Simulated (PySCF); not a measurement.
**ClH₃O₃Ti: fields and orbitals**

Aim: take ClH₃O₃Ti and analyse its density (charges, bond critical points, surface potential), see where an electron leaves and enters and measure its response to a uniform field.

The runs use PySCF 2.14.0; levels as typed in each script, gas phase, geometry from GFN2-xTB.

### 1 The system as given

8 atoms, charge 0, spin multiplicity 1.

Bond lengths: O1–Ti2 1.698 Å, O1–H6 0.958 Å, Ti2–O3 1.698 Å, Ti2–O4 1.697 Å, Ti2–Cl5 2.144 Å, O3–H7 0.958 Å, O4–H8 0.958 Å. Angles: Ti2–O1–H6 163.7°, O1–Ti2–O3 113.3°, O1–Ti2–O4 113.3°, O1–Ti2–Cl5 105.3°, O3–Ti2–O4 113.3°, O3–Ti2–Cl5 105.2°, O4–Ti2–Cl5 105.4°, Ti2–O3–H7 163.7°, Ti2–O4–H8 163.7°.

As a file:

```mol
ClH3O3Ti
  3D, bonds by distance, orders not assigned

  8  7  0  0  0  0  0  0  0  0999 V2000
   -0.7951    1.5689    0.4684 O   0  0
   -0.3465   -0.0002    0.0003 Ti  0  0
   -0.7916   -0.3775   -1.5944 O   0  0
   -0.7967   -1.1907    1.1226 O   0  0
    1.7980   -0.0001    0.0016 Cl  0  0
   -1.2932    2.3380    0.7474 H   0  0
   -1.2879   -0.5195   -2.4013 H   0  0
   -1.2955   -1.8176    1.6477 H   0  0
  1  2  8  0
  2  3  8  0
  2  4  8  0
  2  5  8  0
  1  6  8  0
  3  7  8  0
  4  8  8  0
M  END
```

### 2 Density, bond paths and surface potential (PBE/def2-tzvp)

input.py

```python
import numpy as np
from pyscf import gto, scf, dft
from pyscf.scf import atom_ks, atom_hf
from scipy.linalg import block_diag

def solve(mol, dm0=None, hcore=None):
    mf = (dft.UKS if mol.spin else dft.RKS)(mol, xc='pbe')
    mf.grids.level = 3
    mf = mf.density_fit(auxbasis='def2-universal-jkfit')
    mf.conv_tol, mf.max_cycle = 1e-8, 80
    if hcore is not None:
        mf.get_hcore = lambda *args: hcore
    mf.kernel(dm0)
    if not mf.converged:
        mf = mf.newton().run(mf.mo_coeff, mf.mo_occ, max_cycle=30)
    assert mf.converged, 'SCF not converged'
    return mf

mol = gto.M(atom='''
O     -0.79507     1.56890     0.46836
Ti    -0.34648    -0.00020     0.00031
O     -0.79158    -0.37754    -1.59441
O     -0.79666    -1.19074     1.12264
Cl     1.79798    -0.00008     0.00157
H     -1.29322     2.33797     0.74741
H     -1.28789    -0.51952    -2.40127
H     -1.29547    -1.81762     1.64772
''', basis='def2-tzvp', charge=0, spin=0, verbose=4)
mf = solve(mol)
mf.analyze()
# spherically averaged free atoms, for the promolecule
atm = atom_ks.get_atm_nrks(mol, xc='pbe')
pro = block_diag(*[(atm[a[0]][2] * atm[a[0]][3]) @ atm[a[0]][2].T for a in mol._atom])
np.savez('result.npz', e=mf.e_tot, c=mf.mo_coeff, occ=mf.mo_occ, eps=mf.mo_energy, pro=pro, dip=mf.dip_moment(verbose=0), s2=mf.spin_square()[0])
```

Command:

```console
> OMP_NUM_THREADS=1 python input.py
```

### 4 Removing and adding an electron (PBE/def2-tzvp)

input.py: that of step 2 with these lines changed.

```diff
@@ -29,3 +29,12 @@
 mf = solve(mol)
-mf.analyze()
+out = dict(e0=mf.e_tot, dm0=mf.make_rdm1(), c=mf.mo_coeff, occ=mf.mo_occ, eps=mf.mo_energy)
+for name, dq, spin in [('cation', 1, 1)]:
+    ion = mol.copy().set(charge=mol.charge + dq, spin=spin).build()
+    mi = solve(ion)
+    if spin and dq > 0 and mol.nao < 130:
+        c, _, stable, _ = mi.stability(return_status=True)
+        if not stable:
+            mi = solve(ion, mi.make_rdm1(c, mi.mo_occ))
+    print(name, 'vertical energy change / eV', (mi.e_tot - mf.e_tot) * 27.211386)
+    out.update({'e_' + name: mi.e_tot, 'dm_' + name: mi.make_rdm1(), 's2_' + name: mi.spin_square()[0], 'eps_' + name: mi.mo_energy, 'occ_' + name: mi.mo_occ})
 # spherically averaged free atoms, for the promolecule
@@ -33,2 +42,2 @@
 pro = block_diag(*[(atm[a[0]][2] * atm[a[0]][3]) @ atm[a[0]][2].T for a in mol._atom])
-np.savez('result.npz', e=mf.e_tot, c=mf.mo_coeff, occ=mf.mo_occ, eps=mf.mo_energy, pro=pro, dip=mf.dip_moment(verbose=0), s2=mf.spin_square()[0])
+np.savez('result.npz', pro=pro, **out)
```

### 5 Response to an electric field (PBE/def2-tzvp)

input.py

```python
import numpy as np
from pyscf import gto, scf, dft
from pyscf.scf import atom_ks, atom_hf
from scipy.linalg import block_diag

def solve(mol, dm0=None, hcore=None):
    mf = (dft.UKS if mol.spin else dft.RKS)(mol, xc='pbe')
    mf.grids.level = 3
    mf = mf.density_fit(auxbasis='def2-universal-jkfit')
    mf.conv_tol, mf.max_cycle = 1e-8, 80
    if hcore is not None:
        mf.get_hcore = lambda *args: hcore
    mf.kernel(dm0)
    if not mf.converged:
        mf = mf.newton().run(mf.mo_coeff, mf.mo_occ, max_cycle=30)
    assert mf.converged, 'SCF not converged'
    return mf

mol = gto.M(atom='''
O     -0.79507     1.56890     0.46836
Ti    -0.34648    -0.00020     0.00031
O     -0.79158    -0.37754    -1.59441
O     -0.79666    -1.19074     1.12264
Cl     1.79798    -0.00008     0.00157
H     -1.29322     2.33797     0.74741
H     -1.28789    -0.51952    -2.40127
H     -1.29547    -1.81762     1.64772
''', basis='def2-tzvp', charge=0, spin=0, verbose=4)
field = np.array([0.004, 0.0, 0.0])  # atomic units
mol.set_common_orig(mol.atom_charges() @ mol.atom_coords() / mol.atom_charges().sum())
mf = solve(mol)
out = dict(dm0=mf.make_rdm1(), d0=mf.dip_moment(unit='AU'), e0=mf.e_tot)
for name, sign in (('p', 1), ('m', -1)):
    h = mf.get_hcore() + sign * np.einsum('x,xij->ij', field, mol.intor('int1e_r'))
    mi = solve(mol, mf.make_rdm1(), h)
    out.update({'dm' + name: mi.make_rdm1(), 'd' + name: mi.dip_moment(unit='AU'), 'e' + name: mi.e_tot})
# spherically averaged free atoms, for the promolecule
atm = atom_ks.get_atm_nrks(mol, xc='pbe')
pro = block_diag(*[(atm[a[0]][2] * atm[a[0]][3]) @ atm[a[0]][2].T for a in mol._atom])
np.savez('result.npz', pro=pro, **out)
```

(Steps that only read results are left out.)

Q: Predict the outcome of this session. Wanted: dipole moment; HOMO, LUMO; polarisability along the field.

The runs gave:

| quantity | value |
| --- | --- |
| dipole moment (PBE/def2-tzvp) | 4.58 D |
| HOMO, LUMO (PBE/def2-tzvp) | -6.84, -1.78 eV |
| polarisability along the field (PBE/def2-tzvp) | 64.2 bohr³ |

In words: At PBE/def2-tzvp: The highest Hirshfeld charge is on Ti2 (+0.53 e), the lowest on O1, O3 and O4 (−0.30 e). The geometry was not optimised at these levels.
